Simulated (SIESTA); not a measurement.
## W in SIESTA: the effect of basis

The system is W, a slab with vacuum.

```xyz
7
Lattice="3.1946 0.0000 0.0000 0.0000 3.1946 0.0000 0.0000 0.0000 24.5838" Properties=species:S:1:pos:R:3 pbc="T T T"
W     1.5973    1.5973    7.5000
W     0.0000    0.0000    9.0973
W     1.5973    1.5973   10.6946
W     0.0000    0.0000   12.2919
W     1.5973    1.5973   13.8892
W     0.0000    0.0000   15.4865
W     1.5973    1.5973   17.0838
```

The slab is cut from a database's or a generator's crystal, which needn't be the stable form of the element.

Alike in all runs:

- Program: SIESTA 5.4.2
- Task: single point
- Functional: PBE
- Potentials or basis: PseudoDojo 0.4 standard (PBE files)
- Grid cutoff: 800 Ry
- Energy shift: 0.003 Ry
- k mesh: 6 × 6 × 1
- Occupations: fermi-dirac, width 0.05 eV
- Spin: no spin polarisation

| basis | largest force (eV/Å) | work function (eV) |
| --- | --- | --- |
| SZ | 2.19 | 0.22 |
| SZP | 1.87 | 3.55 |
| DZ | 1.91 | 3.48 |
| DZP | ? | ? |
| DZDP | 1.79 | 3.63 |
| TZP | 1.85 | 3.60 |
| TZDP | 1.86 | 3.62 |

Question: What does the run with basis DZP give?

Answer: Largest force 1.81 eV/Å; work function 3.65 eV.

Caveats: the cell was measured hot, at 2171 K; the basis has no polarisation orbitals (some runs).
